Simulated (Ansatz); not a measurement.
CaB2, space group P6/mmm, a check of PAW against all-electron LAPW

Computed with Ansatz's Python interface.

The script reads `cab2.vasp`:
```text
CaB2
1.0
   3.22643028    0.00000000    0.00000000
  -1.61321514    2.79417059    0.00000000
   0.00000000    0.00000000    4.06739200
Ca B
1 2
Direct
   0.00000000    0.00000000    0.00000000
   0.33333333    0.66666667    0.50000000
   0.66666667    0.33333333    0.50000000
```

Run as a notebook:

In [1]:
```python
from dataclasses import dataclass

import ansatz as az
from ase.io import read
import numpy as np
from tabulate import tabulate
```

In [2]:
```python
@dataclass
class Settings:
    xc: str = "lda"
    kmesh: tuple[int, ...] = (10, 10, 7)
    filling: str = "fermi_dirac"
    smearing_width: float = 0.1
```

In [3]:
```python
opts = Settings()
```

In [4]:
```python
def count_gap(report):
    # lowest empty less highest filled band, counting bands; zero where they overlap
    return max(report.get("gap_by_band_count_ev") or 0.0, 0.0)
```

In [5]:
```python
atoms = read("cab2.vasp", format="vasp")
cell = az.Crystal.from_ase(atoms)
```

In [6]:
```python
len(cell.resolved().sites)
```
Out [6]:
```text
3
```

In [7]:
```python
job = (
    cell.calculation()
    .functional(opts.xc)
    .kpoints(*opts.kmesh)
    .occupations(opts.filling, width=opts.smearing_width)
    .stress()
    .forces()
    .band_table()
)
variants = {
    "PAW": job.pseudopotentials("paw"),
    "LAPW": job.pseudopotentials("all_electron", lapw=True),
}
# totals differ by the cores that each treatment holds, so compare what does not depend on them
rows = []
for label, variant in variants.items():
    report = variant.run().report
    levels = np.array(report["eigenvalues_ev"][0]) - report["fermi_energy_ev"]
    print(label, "levels at the first k-point near E_F:", np.round(levels[np.abs(levels) < 5], 3))
    rows.append((label, report["n_electrons"], np.trace(report["stress_gpa"]) / 3, float(np.abs(report["forces_ev_ang"]).max()), count_gap(report)))
print(tabulate(rows, headers=["treatment", "electrons in bands", "P GPa", "max force component eV/A", "gap by band count eV"], floatfmt=".4f", tablefmt="github"))
```
```text
DeckWarning: basis.ecutwfc = 420 eV, auto-derived from the records' recommended cutoffs: set by Ca (normal level)
PAW levels at the first k-point near E_F: [-1.72   0.338  0.371  0.371]
LAPW levels at the first k-point near E_F: [-1.719  0.337  0.371  0.371]
| treatment   |   electrons in bands |   P GPa |   max force component eV/A |   gap by band count eV |
|-------------|----------------------|---------|----------------------------|------------------------|
| PAW         |              16.0000 | -7.0282 |                     0.0000 |                 0.0000 |
| LAPW        |              28.0000 | -7.0518 |                     0.0000 |                 0.0000 |
```

PAW gives -7.028 GPa and LAPW -7.052 GPa, 0.024 GPa apart. They took 2.2 and 11.5 s of processor time.

Notes:
- The computed bands are complete only to about 4.3 eV above the Fermi level.
- For a metal this k-point mesh is coarse: on a finer one energies can move by several to tens of meV an atom and pressures by half a GPa or more, differences at one mesh by less.
- A gap by band count of zero or less means overlapping bands, a metal.
- At these settings the cell as given stands under about -7 GPa, so it isn't at this functional's equilibrium volume.
- This cell is a computed structure, which may not be the phase found in nature.
- Levels are Kohn-Sham eigenvalues on this mesh.
- Warnings are shown shortened and without file and line.
- Pressure is positive in compression; the treatments may keep other shells as core, so totals and counts of electrons can differ.
- It ran for 15 s on 1 thread of Arm Neoverse V1, with other jobs on the host, peak memory 0.53 GiB.
